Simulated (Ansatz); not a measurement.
# H6O2Si2: the cost of one run

Program: Ansatz 0.2.0, Gaussian basis. Level of theory: PBE0-D4/def2-SVP. These are calculated values, not measurements.

## 1. The starting structure

The start, a first-order saddle point found at PBE0-D4 in triple zeta: 10 atoms, charge 0, spin multiplicity 1.

Atoms are counted from 1 here; the program's logs count them from 0.

Bond lengths: Si1–O2 1.892 Å, Si1–O3 1.563 Å, Si1–H5 1.497 Å, Si1–Si6 2.345 Å, O2–H4 1.068 Å, O2–H7 0.965 Å, Si6–H8 1.489 Å, Si6–H9 1.487 Å, Si6–H10 1.485 Å. Angles: O2–Si1–O3 85.8°, O2–Si1–H5 101.2°, O2–Si1–Si6 106.3°, O3–Si1–H5 121.3°, O3–Si1–Si6 121.8°, H5–Si1–Si6 111.9°, Si1–O2–H4 73.4°, Si1–O2–H7 117.3°, H4–O2–H7 111.2°, Si1–Si6–H8 110.1°, Si1–Si6–H9 109.0°, Si1–Si6–H10 110.2°, H8–Si6–H9 108.4°, H8–Si6–H10 109.5°, H9–Si6–H10 109.6°.

Coordinates:

```tsv
atom	x (Å)	y (Å)	z (Å)
Si1	-0.65333	0.00528	-0.50015
O2	0.71700	1.02509	-1.31431
O3	-0.58876	-0.89198	-1.77854
H4	0.45201	0.25934	-2.01029
H5	-1.72211	1.03923	-0.32978
Si6	0.19993	-0.71763	1.56072
H7	0.47938	1.89840	-1.65008
H8	0.42418	0.44816	2.45992
H9	-0.78920	-1.62394	2.20305
H10	1.48081	-1.44174	1.35957
```

## 2. Dynamics

md/in.yaml reads:

```yaml
crystal:
  periodic: [false, false, false]
  atoms:
    - {symbol: Si, position_ang: [-0.653332, 0.005278, -0.500152]}
    - {symbol: O, position_ang: [0.717001, 1.025092, -1.314313]}
    - {symbol: O, position_ang: [-0.588761, -0.891979, -1.778544]}
    - {symbol: H, position_ang: [0.452011, 0.259336, -2.010288]}
    - {symbol: H, position_ang: [-1.722110, 1.039225, -0.329783]}
    - {symbol: Si, position_ang: [0.199927, -0.717628, 1.560721]}
    - {symbol: H, position_ang: [0.479377, 1.898397, -1.650083]}
    - {symbol: H, position_ang: [0.424177, 0.448160, 2.459922]}
    - {symbol: H, position_ang: [-0.789201, -1.623941, 2.203053]}
    - {symbol: H, position_ang: [1.480812, -1.441740, 1.359567]}
basis:
  gaussian: {orbitals: def2-SVP}
hamiltonian: {xc: pbe0, dispersion: d4}
md: {n_steps: 80, timestep: 0.5, temperature: 500, ensemble: nvt_langevin, seed: 294, friction: 0.05, initial_velocities: maxwell_boltzmann}
```

Run with:

```console
$ ansatz run in.yaml --threads 4 --pin off --events-out ev --progress --plain --max-ram 9574MiB
```

**Question.** How long does this run take on 4 threads of Intel Xeon Platinum 8488C, shared host?

About 45 s.
